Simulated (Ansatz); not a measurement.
# EuMo (Pm-3m) in Ansatz: further runs

Aim: see how the results for EuMo move with the level of theory and the settings. Levels: PBE, r2SCAN. Tasks: relaxation of the atoms, single point.

Program: Ansatz 0.2.0. These are calculated values, not measurements. Logs are shortened: lines on timing, memory, paths and dates and some standing lists are left out, and cuts for length are marked.

### Step 1. Starting point

It takes space group Pm-3m (No. 221, cubic). Conventional cell: a = 3.531 Å, b = 3.531 Å, c = 3.531 Å, α = 90.00°, β = 90.00°, γ = 90.00°. Around Eu (site symmetry m-3m) lie 8 Mo at 3.06 Å. Mo (site symmetry m-3m) has 8 Eu at 3.06 Å as nearest neighbours.

The cell was built by a generator and needn't be a form met in nature.

### Step 2. Relaxation of the atoms, PBE, collinear spin, ferromagnetic start

input.yaml

```yaml
crystal:
  lattice:
    - [3.53145, 0.0, 0.0]
    - [0.0, 3.53145, 0.0]
    - [0.0, 0.0, 3.53145]
  atoms:
    - { symbol: Eu, position: [0.5, 0.5, 0.5], spin: 7.0 }
    - { symbol: Mo, position: [0.0, 0.0, 0.0], spin: 1.0 }
hamiltonian:
  xc: pbe
  pseudopotentials: { kind: paw }
magnetization:
  spin_polarized: true
kpoints:
  mp_grid: { grid: [6, 6, 6] }
scf:
  occupations: { method: fermi_dirac, width: 0.05 }
output:
  forces: true
  stress: true
  eigenvalues: true
relax:
  f_tol: 0.01
  max_steps: 40
```

Potentials or basis: Ansatz PAW.

Started as:

```
ansatz run input.yaml --threads 2 --pin off --max-ram 5632MiB --backend cpu --events-out ev --progress --plain --runs-dir out
```

What it wrote:

```text
Warning: output.stress: scf.convergence.dr2_threshold = 1e-7 eV (the SCF's general default) is looser than the 2e-10 eV advised for a printed stress (1e-10 eV for each atom of the cell: 2). What an SCF threshold leaves in a stress goes as its square root, and in the free energy as the threshold itself, and one threshold admits the most on a small cell: of the crystals measured, under no hybrid functional and no lock of the moments, on runs that ended without the residual-converged pass, on stresses that held no estimate of that error, the worst erred by over 100 MPa in a component at 1e-7 eV an atom and by under 5 at 1e-10. Every solve of this run answers to scf.convergence.dr2_threshold, and the tensor of one is reported: a single SCF on the reported geometry and on this run's grids (its basis.xc_grid and basis.ecutrho_ratio typed), with scf.convergence.dr2_threshold at 2e-10 eV or tighter, prints it and tightens no other solve. Else set scf.convergence.dr2_threshold to 2e-10 eV or tighter. The threshold is an SCF's pass mark: one that does not reach it within its budget of iterations ends unconverged, or closes short of it on a stop that the run arms, and scf.convergence.dr2_threshold's page says what that costs each kind of run
Warning: RAYON_NUM_THREADS=2 ignored (pool sized by the plan → 2); use --threads N
Engine: ansatz 0.2.0, aarch64-unknown-linux-gnu
Pseudopotentials: kind: paw
Pseudopotential: Eu, paw, valence charge 17, recommended cutoff 420 eV (normal), Eu.paw.azcp
Pseudopotential: Mo, paw, valence charge 14, recommended cutoff 420 eV (normal), Mo.paw.azcp
Functional definition: PBE
  parameter kappa = 0.804
  parameter beta = 0.06672455060314922
  exchange = pbe_x(kappa = kappa, mu = beta*pi^2/3)
  correlation = pbe_c(beta = beta)
Crystal: 2 atoms, lattice volume = 44.041 Å³
Basis set: ecut = 420 eV, 847 PW (Γ), exchange–correlation on 48×48×48 points (8 copies of the dense FFT grid, shifted against one another)
Bands: 24, of which v1, the nominal top of the filled ones, is band 16 counted from 1 (15 counted from 0)
Symmetry: 48 space group operations
Space group: Pm-3m (ITA 221), of the structure as read, at distance tolerance 3.5e-5 Å
Magnetic group: BNS 221.92 (UNI 1594), of the structure as read, at distance tolerance 3.5e-5 Å
k-points: 20 of 216
Non-local potential: Eu, projectors of the file, l = 0: 3, l = 1: 2, l = 2: 2, l = 3: 3
Non-local potential: Mo, projectors of the file, l = 0: 3, l = 1: 2, l = 2: 2, l = 3: 1
PAW form: soft (Blöchl's): semilocal exchange-correlation on the pseudo side does not see the compensation charge
PAW one-centre angular grid: Eu, 590 points (default); XC on 64 Gauss nodes
PAW one-centre angular grid: Mo, 590 points (default); XC on 64 Gauss nodes
Initial density: superposition of atomic densities (chi_scale 0.1, normalization cell)
Starting moments: Σ|m| = 8 μB on 2 of 2 sites
Initial wavefunctions: pseudopotential atomic-orbital guess
Functional: x = pbe(κ = 0.804, μ = 0.2195149727645171), c = pbe(β = 0.06672455060314922)
SCF iter   1: F=—  HF=-13720.751775 eV  |F-HF|=—  |Δ(HF+E_count)|=         —  Δρ=4.43e-2 (↑4.43e-2 ↓3.52e-2)  dr2=4.01e0  dr2_m=1.37e-1  M=7.751 μB ∫|m|=7.751 μB  β_m=0.30  ethr=3.10e-3  ⟨swp⟩=5.5  Hψ=3764  notcnv=0
Mixer restart at iter 1: flushing history
preconditioner: auto → Kerker (q_TF=auto, 2.573 Å⁻¹)  [metal: Δε(μ)=0.022 eV  Ē_g=9.367 eV  σ=0.050 eV  W_gap=0.11  n_scr=18 (ndim 8)  ℏωp=25.6 eV  f_vac=0.000  D(μ)=5.42/eV (n_scr^D=80)]
spin=Collinear: Kerker preconditioning applied to the charge; magnetization (m = ρ↑ − ρ↓) channel mixes plain (no charge-response kernel on spin).
SCF iter   2: F=—  HF=-13720.507491 eV  |F-HF|=—  |Δ(HF+E_count)|=   2.44e-1  Δρ=2.84e-2 (↑2.84e-2 ↓2.33e-2)  dr2=1.59e0  dr2_m=6.76e-2  M=7.683 μB ∫|m|=7.683 μB  β_m=0.54  ethr=3.10e-3  ⟨swp⟩=2.4  Hψ=1692  notcnv=0  defer=30
SCF iter   3: F=—  HF=-13720.238356 eV  |F-HF|=—  |Δ(HF+E_count)|=   2.69e-1  Δρ=8.44e-3 (↑8.44e-3 ↓5.07e-3)  dr2=1.95e-2  dr2_m=9.42e-3  M=7.536 μB ∫|m|=7.536 μB  β_m=0.65  ethr=3.10e-3  ⟨swp⟩=2.5  Hψ=1945  notcnv=0  defer=29
SCF iter   4: F=—  HF=-13720.333750 eV  |F-HF|=—  |Δ(HF+E_count)|=         —  Δρ=9.47e-3 (↑7.12e-3 ↓9.47e-3)  dr2=8.00e-3  dr2_m=2.59e-2  M=7.192 μB ∫|m|=7.194 μB  β_m=0.65  ethr=6.30e-5  ⟨swp⟩=2.6  Hψ=2179  notcnv=0  defer=24
Mixer restart at iter 4: flushing history
SCF iter   5: F=—  HF=-13720.364999 eV  |F-HF|=—  |Δ(HF+E_count)|=   3.12e-2  Δρ=8.26e-3 (↑7.04e-3 ↓8.26e-3)  dr2=3.84e-3  dr2_m=2.25e-2  M=6.997 μB ∫|m|=7.008 μB  β_m=0.83  ethr=2.58e-5  ⟨swp⟩=2.0  Hψ=1718  notcnv=0  defer=24
SCF iter   6: F=—  HF=-13720.386444 eV  |F-HF|=—  |Δ(HF+E_count)|=         —  Δρ=8.68e-3 (↑7.69e-3 ↓8.68e-3)  dr2=1.22e-3  dr2_m=2.69e-2  M=6.696 μB ∫|m|=6.774 μB  β_m=0.83  ethr=1.24e-5  ⟨swp⟩=2.1  Hψ=1818  notcnv=0  defer=24
Mixer restart at iter 6: flushing history
SCF iter   7: F=—  HF=-13720.404409 eV  |F-HF|=—  |Δ(HF+E_count)|=         —  Δρ=9.72e-3 (↑9.58e-3 ↓9.72e-3)  dr2=9.57e-4  dr2_m=3.73e-2  M=6.344 μB ∫|m|=6.882 μB  β_m=0.83  ethr=3.94e-6  ⟨swp⟩=2.1  Hψ=1941  notcnv=0  defer=24
[... 19 lines left out ...]
SCF iter  24: F=—  HF=-13720.437307 eV  |F-HF|=—  |Δ(HF+E_count)|=   2.48e-4  Δρ=4.14e-4 (↑4.14e-4 ↓2.28e-4)  dr2=4.36e-5  dr2_m=3.48e-5  M=5.483 μB ∫|m|=7.552 μB  β_m=0.95  ethr=3.87e-8  ⟨swp⟩=3.3  Hψ=2212  notcnv=0  defer=26
SCF iter  25: F=—  HF=-13720.437337 eV  |F-HF|=—  |Δ(HF+E_count)|=   3.00e-5  Δρ=5.06e-4 (↑5.06e-4 ↓5.00e-4)  dr2=1.42e-6  dr2_m=1.02e-4  M=5.491 μB ∫|m|=7.546 μB  β_m=0.97  ethr=3.87e-8  ⟨swp⟩=2.2  Hψ=1632  notcnv=0  defer=26
SCF iter  26: F=—  HF=-13720.437348 eV  |F-HF|=—  |Δ(HF+E_count)|=   1.10e-5  Δρ=1.65e-4 (↑1.65e-4 ↓1.28e-4)  dr2=1.57e-6  dr2_m=8.54e-6  M=5.459 μB ∫|m|=7.573 μB  β_m=0.91  ethr=4.59e-9  ⟨swp⟩=3.3  Hψ=2196  notcnv=0  defer=27
SCF iter  27: F=—  HF=-13720.437349 eV  |F-HF|=—  |Δ(HF+E_count)|=         —  Δρ=8.99e-5 (↑8.99e-5 ↓8.00e-5)  dr2=2.20e-7  dr2_m=2.87e-6  M=5.462 μB ∫|m|=7.570 μB  ethr=4.59e-9  ⟨swp⟩=2.1  Hψ=1421  notcnv=0  defer=27
Mixer restart at iter 27: flushing history
SCF iter  28: F=—  HF=-13720.437349 eV  |F-HF|=—  |Δ(HF+E_count)|=         —  Δρ=1.91e-5 (↑1.91e-5 ↓1.38e-5)  dr2=4.01e-7  dr2_m=4.67e-8  M=5.467 μB ∫|m|=7.566 μB  β_m=0.91  ethr=8.14e-9  ⟨swp⟩=4.8  Hψ=3184  notcnv=0  defer=24
SCF iter  29: F=—  HF=-13720.437349 eV  |F-HF|=—  |Δ(HF+E_count)|=   2.20e-8  Δρ=1.37e-5 (↑1.37e-5 ↓1.09e-5)  dr2=9.29e-8  dr2_m=3.51e-8  M=5.467 μB ∫|m|=7.567 μB  β_m=0.82  ethr=1.29e-9  ⟨swp⟩=2.1  Hψ=1642  notcnv=0  defer=25
SCF iter  30: F=—  HF=-13720.437349 eV  |F-HF|=—  |Δ(HF+E_count)|=   3.29e-9  Δρ=9.32e-6 (↑9.32e-6 ↓6.36e-6)  dr2=3.88e-8  dr2_m=1.64e-8  M=5.466 μB ∫|m|=7.567 μB  β_m=0.79  ethr=3.00e-10  ⟨swp⟩=2.0  Hψ=1495  notcnv=0  defer=24
SCF iter  31: F=—  HF=-13720.437349 eV  |F-HF|=—  |Δ(HF+E_count)|=   5.53e-9  Δρ=3.94e-6 (↑3.94e-6 ↓3.11e-6)  dr2=5.80e-9  dr2_m=3.77e-9  M=5.466 μB ∫|m|=7.567 μB  β_m=0.89  ethr=1.25e-10  ⟨swp⟩=2.2  Hψ=1376  notcnv=0  defer=24
SCF iter  32: F=-13720.437349 eV  HF=-13720.437349 eV  |F-HF|=2.33e-8  |Δ(HF+E_count)|=   1.65e-9  Δρ=6.31e-6 (↑6.31e-6 ↓5.85e-7)  dr2=2.26e-8  dr2_m=3.93e-9  M=5.466 μB ∫|m|=7.567 μB  ethr=1.87e-11  ⟨swp⟩=5.7  Hψ=3581  notcnv=0
SCF 1 converged in 32 iterations: F = -13720.437349 eV  dr2 = 2.26e-8
relax step   1: F+E_penalty+E_count = -13720.43734903 eV  Δ(F+E_penalty+E_count) = +0.000e0 eV  max|allowed force component| = 2.892e-30 eV/Å  Δτ_max = 0.0000 Å  (32 SCF iters, accepted)
SCF converged after 32 iterations
Magnetization: 5.4663 μB (18.2331 up, 12.7669 down)
Absolute magnetization: 7.5670 μB (∫|ρ↑−ρ↓|, with the PAW one-centre terms)
Spin contamination: 1.0241 ħ² per cell (⟨S²⟩ above its minimum at these occupations)
Per-site moments (μB) at R_I (Å): [(6.416207652245602, 1.2615592325302543), (-0.9734803033624171, 1.2615592325302543)]
Free energy (F): -13720.437349 eV
Harris-Foulkes:  -13720.437349 eV  (|F-HF|=2.33e-8)
Internal energy: -13720.401410 eV  (E = F + TS)
E sigma→0 (E₀):  -13720.419379 eV
Entropy (-TS):   -0.035939 eV (-17.970 meV/atom)
Fermi energy:    15.933235 eV
--- Per-component energies (eV) ---
  E_band       = -36.454982
  E_kinetic    = 806.389363
  E_local      = -2539.610932  (includes V_loc(G=0)·N_el)
  E_nonlocal   = 594.497813
  E_hartree    = 944.914597
  E_xc         = -366.038674
  E_vxc        = -438.705083  (∫ρ·V_xc dr)
  E_paw        = -9576.777503  (= ΣΔE_a)
  E_vpaw       = -348.850778  (= ΣTr[D̂ρ^β])
  E_aug_tail   = 0.000041  (compensation charges beyond the density's cutoff)
  E_ewald      = -3583.776116
  E_smearing   = -0.035939  (= −TS)
  E_closure    = 0.000000  (closes the sum)
  Σ components = -13720.437349   (vs F -13720.437349, Δ=0.00e0)
--- Forces (eV/Å), atoms counted from 1 ---
  atom   1  Eu     0.00000000     0.00000000    -0.00000000
  atom   2  Mo    -0.00000000     0.00000000     0.00000000
  max |Σ_I F_I| component: 5.78e-30 eV/Å
--- Stress (GPa, compression-positive) ---
       -0.372118       0.000000       0.000000
        0.000000      -0.372118       0.000000
        0.000000       0.000000      -0.372118
  P = ⅓ Tr σ = -0.3721 GPa (-3.721 kbar)
--- Band table (eV; the first three rows and the last of 40) ---
  k-point 0 ↑: bands = ["-43.9541", "-24.8574", "-17.9987", "-17.9987", "-17.9987", "-3.2859", "-3.2859", "-3.2859", "11.1371", "13.3071", "13.3071", "15.4087", "15.4087", "15.4087", "15.4348", "15.4348", "15.4348", "15.4512", "16.6874", "16.6874", "16.6874", "19.9201", "19.9201", "23.4529"]
  k-point 1 ↑: bands = ["-43.9529", "-24.8499", "-18.0137", "-17.9962", "-17.9962", "-3.4648", "-3.2806", "-3.2806", "11.6874", "13.5062", "13.7364", "15.3486", "15.3486", "15.3639", "15.3986", "15.4476", "15.4476", "15.4539", "16.7347", "16.7347", "16.9317", "19.2702", "20.1317", "21.5750"]
  k-point 2 ↑: bands = ["-43.9506", "-24.8350", "-18.0434", "-17.9912", "-17.9912", "-3.8021", "-3.2701", "-3.2701", "13.0535", "13.9752", "14.5774", "15.2222", "15.2222", "15.2382", "15.3153", "15.5074", "15.5074", "15.6762", "16.8871", "16.8871", "17.4291", "17.8865", "19.7696", "19.7696"]
  k-point 19 ↓: bands = ["-44.5707", "-21.8544", "-18.7594", "-18.7594", "-18.7594", "-1.7677", "-1.7677", "-1.7677", "15.4031", "15.4031", "15.4031", "16.0376", "16.0376", "16.0376", "17.6424", "17.6424", "19.1365", "19.9368", "19.9368", "19.9368", "20.0657", "20.0657", "20.0657", "23.1673"]
--- Relaxed structure (1 steps of the walk, 1 accepted, 0 SCFs on fresh bases) ---
  F+E_penalty+E_count = -13720.43734903 eV   max|allowed force component| = 2.892e-30 eV/Å
  atoms:
    - { symbol: Eu, position: [0.5, 0.5, 0.5] }
    - { symbol: Mo, position: [0.0, 0.0, 0.0] }
```

Run time: 4.3 s. Hardware: 2 threads of Arm Neoverse V2, shared host; peak memory 0.34 GiB.

Results:

```
Free energy             : -13720.4373 eV
Pressure after relaxing : -0.4 GPa
Band gap on the k mesh  : none (metal or under the smearing width)
Net moment              : 5.47 μB per cell
Absolute moment         : 7.57 μB per cell
Site moments            : Eu +6.42; Mo -0.97 μB
```

Final structure:
```xyz
2
Lattice="3.5314 0.0000 0.0000 0.0000 3.5314 0.0000 0.0000 0.0000 3.5314" Properties=species:S:1:pos:R:3 pbc="T T T"
Eu    1.7657    1.7657    1.7657
Mo    0.0000    0.0000    0.0000
```

Caveat: the relaxation stopped at its first step, so nothing moved; spin-orbit coupling is left out, which moves the levels of the heavy elements; without U or exact exchange the open f shell lies at the Fermi level, which spoils levels, moments and volumes; the starting moments weren't kept; the thresholds are loose for stress.

### Step 3. Single point, r2SCAN, collinear spin, ferromagnetic start

input.yaml

```yaml
crystal:
  lattice:
    - [3.53145, 0.0, 0.0]
    - [0.0, 3.53145, 0.0]
    - [0.0, 0.0, 3.53145]
  atoms:
    - { symbol: Eu, position: [0.5, 0.5, 0.5], spin: 8.5 }
    - { symbol: Mo, position: [0.0, 0.0, 0.0], spin: 2.5 }
hamiltonian:
  xc: r2scan
  pseudopotentials: { kind: paw }
magnetization:
  spin_polarized: true
kpoints:
  mp_grid: { grid: [6, 6, 6] }
scf:
  occupations: { method: fermi_dirac, width: 0.05 }
output:
  forces: true
  stress: true
  eigenvalues: true
```

Potentials or basis: Ansatz PAW.

Started as:

```
ansatz run input.yaml --threads 2 --pin off --max-ram 5632MiB --backend cpu --events-out ev --progress --plain --runs-dir out
```

Wall time 11 s (2 threads of Arm Neoverse V2, shared host); peak memory 0.46 GiB.

Results (log left out):

```yaml
Free_energy: -13745.6742 eV
Pressure: 6.0 GPa
Band_gap_on_the_k_mesh: none (metal or under the smearing width)
Net_moment: 4.10 μB per cell
Absolute_moment: 9.10 μB per cell
Site_moments: Eu +6.49; Mo -2.24 μB
```

Levels at points of the mesh, in eV from the Fermi level:
Spin up:
| k point | band 15 | band 16 | band 17 | band 18 | band 19 | band 20 | band 21 | band 22 |
| --- | --- | --- | --- | --- | --- | --- | --- | --- |
| (0.00, 0.00, 0.00) | -0.64 | -0.51 | -0.51 | -0.51 | 1.73 | 1.73 | 1.73 | 4.26 |
| (0.00, 0.00, -0.50) | -0.76 | -0.41 | -0.41 | 0.38 | 0.74 | 1.99 | 1.99 | 2.84 |
| (0.00, -0.50, -0.50) | -0.52 | -0.52 | -0.35 | -0.09 | -0.09 | 2.97 | 3.10 | 3.10 |
| (-0.50, -0.50, -0.50) | -0.37 | -0.31 | -0.31 | -0.31 | 0.64 | 0.64 | 0.64 | 3.06 |
Spin down:
```csv
k point,band 10,band 11,band 12,band 13,band 14,band 15,band 16,band 17,band 18,band 19
"(0.00, 0.00, 0.00)",-3.12,-3.12,-0.71,-0.71,-0.71,4.74,4.74,5.26,5.26,5.26
"(0.00, 0.00, -0.50)",-1.82,-1.15,-0.90,-0.90,-0.41,1.96,2.14,3.75,3.75,5.56
"(0.00, -0.50, -0.50)",-3.09,-1.96,-1.96,1.32,2.01,3.02,3.02,5.30,5.33,5.33
"(-0.50, -0.50, -0.50)",-1.34,-1.34,-0.07,-0.07,-0.07,1.40,1.40,3.92,5.52,5.52
```

Caveat: the magnetic or orbital state may not be the lowest; spin-orbit coupling is left out, which moves the levels of the heavy elements; without U or exact exchange the open f shell lies at the Fermi level, which spoils levels, moments and volumes; the PAW data sets come from PBE, with cores solved anew for the run's functional, which leaves a small shift of forces and pressure; the starting moments weren't kept. The state reached can hang on the start; a lower one may exist.

### Step 4. Single point, r2SCAN, collinear spin, antiferromagnetic start

Edit input.yaml of step 3 so:

```diff
@@ -7,3 +7,3 @@
     - { symbol: Eu, position: [0.5, 0.5, 0.5], spin: 8.5 }
-    - { symbol: Mo, position: [0.0, 0.0, 0.0], spin: 2.5 }
+    - { symbol: Mo, position: [0.0, 0.0, 0.0], spin: -2.5 }
 hamiltonian:
```

Started as:

```
ansatz run input.yaml --threads 2 --pin off --max-ram 5632MiB --backend cpu --events-out ev --progress --plain --runs-dir out
```

Wall time 7.6 s (2 threads of Arm Neoverse V2, shared host); peak memory 0.47 GiB.

It converged, with:

| Quantity | Value |
| --- | --- |
| Free energy | -13745.6742 eV |
| Pressure | 6.0 GPa |
| Band gap on the k mesh | none (metal or under the smearing width) |
| Net moment | 4.10 μB per cell |
| Absolute moment | 9.10 μB per cell |
| Site moments | Eu +6.49; Mo -2.24 μB |

Levels at points of the mesh, in eV from the Fermi level:
Spin up:
| k point | band 16 | band 17 | band 18 | band 19 | band 20 | band 21 |
| --- | --- | --- | --- | --- | --- | --- |
| (0.00, 0.00, 0.00) | -0.51 | -0.51 | -0.51 | 1.73 | 1.73 | 1.73 |
| (0.00, 0.00, -0.50) | -0.41 | -0.41 | 0.38 | 0.74 | 1.99 | 1.99 |
| (0.00, -0.50, -0.50) | -0.52 | -0.35 | -0.09 | -0.09 | 2.97 | 3.10 |
| (-0.50, -0.50, -0.50) | -0.31 | -0.31 | -0.31 | 0.64 | 0.64 | 0.64 |
Spin down:
| k point | band 12 | band 13 | band 14 | band 15 | band 16 | band 17 |
| --- | --- | --- | --- | --- | --- | --- |
| (0.00, 0.00, 0.00) | -0.71 | -0.71 | -0.71 | 4.74 | 4.74 | 5.26 |
| (0.00, 0.00, -0.50) | -0.90 | -0.90 | -0.41 | 1.96 | 2.14 | 3.75 |
| (0.00, -0.50, -0.50) | -1.96 | 1.32 | 2.01 | 3.02 | 3.02 | 5.30 |
| (-0.50, -0.50, -0.50) | -0.07 | -0.07 | -0.07 | 1.40 | 1.40 | 3.92 |

Caveat: the magnetic or orbital state may not be the lowest; spin-orbit coupling is left out, which moves the levels of the heavy elements; without U or exact exchange the open f shell lies at the Fermi level, which spoils levels, moments and volumes; the PAW data sets come from PBE, with cores solved anew for the run's functional, which leaves a small shift of forces and pressure. The state reached can hang on the start; a lower one may exist.

### Step 5. The runs side by side

| task | level | spin | cell | cutoff (eV) | gap on the mesh (eV) | pressure (GPa) | moment (μB) |
| --- | --- | --- | --- | --- | --- | --- | --- |
| relaxation of the atoms | PBE | collinear, ferromagnetic start | atoms relaxed | 420 | none | -0.4 | 5.47 |
| single point | r2SCAN | collinear, ferromagnetic start | as given | 500 | none | 6.0 | 4.10 |
| single point | r2SCAN | collinear, antiferromagnetic start | as given | 500 | none | 6.0 | 4.10 |

Alike in all rows: potentials or basis Ansatz PAW; k mesh 6 × 6 × 6; smearing fermi-dirac 0.05 eV.

Caveats: spin-orbit coupling is left out, which moves the levels of the heavy elements; without U or exact exchange the open f shell lies at the Fermi level, which spoils levels, moments and volumes; the starting moments weren't kept (some runs); the magnetic or orbital state may not be the lowest (some runs); the PAW data sets come from PBE, with cores solved anew for the run's functional, which leaves a small shift of forces and pressure (some runs); the relaxation stopped at its first step, so nothing moved (some runs); the thresholds are loose for stress (some runs).

Absolute energies hang on the potentials; compare differences alone.
